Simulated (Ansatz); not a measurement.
# CH6OS2Si, SMILES CSS[SiH2]O: a single point from an input written key by key

Computed with the Python package of Ansatz (0.2.0).

Contents of `input.yaml`:
```yaml
crystal:
  periodic: [false, false, false]
  atoms:
    - { symbol: C, position_ang: [-0.9227, -0.712, 1.7835] }
    - { symbol: S, position_ang: [-1.4375, -0.7354, 0.0191] }
    - { symbol: S, position_ang: [-1.0031, 1.1683, -0.64] }
    - { symbol: Si, position_ang: [1.149, 0.8901, -1.2186] }
    - { symbol: O, position_ang: [1.0964, -0.4141, -2.2777] }
    - { symbol: H, position_ang: [-1.5417, 0.124, 2.2889] }
    - { symbol: H, position_ang: [-1.1752, -1.6282, 2.2386] }
    - { symbol: H, position_ang: [0.1385, -0.4642, 1.8785] }
    - { symbol: H, position_ang: [1.5933, 2.1093, -1.848] }
    - { symbol: H, position_ang: [1.8896, 0.5533, 0.0038] }
    - { symbol: H, position_ang: [0.2788, -0.948, -2.2075] }
basis:
  gaussian: { orbitals: cc-pVDZ }
correlation:
  method: mp2
```

The cells in order, each with its output:

```python
import ansatz as az
```

```python
session = az.Session.from_deck('input.yaml')
report = session.plan(threads=1).execute().report
```

```python
print(f'E = {report["free_energy_ev"]:.6f} eV = {report["free_energy_ev"] / 27.211386246:.7f} Ha')
print('converged:', report['converged'], ' doubts:', report['published_state_doubts'] or 'none')
symbols = ['C', 'S', 'S', 'Si', 'O', 'H', 'H', 'H', 'H', 'H', 'H']
print('correlation energy', round(report['free_energy_ev'] - report['reference_energy_ev'], 5), 'eV')
cluster = report['correlation'].get('coupled_cluster')
if cluster:
    print('cycles', cluster['cycles'], ' T1 diagnostic', round(cluster['t1_diagnostic'], 4), ' largest double', round(cluster['largest_double'], 4))
```

    E = -32680.149389 eV = -1200.9733387 Ha
    converged: True  doubts: none
    correlation energy -18.92726 eV

Total energies depend on the basis set; only differences at equal settings carry meaning. The geometry is a force-field or estimated start, not a minimum of this method, and the basis set is short of its limit. The whole script took 2.6 s on 1 thread of Arm Neoverse V2 (shared host), peak memory 0.26 GiB.
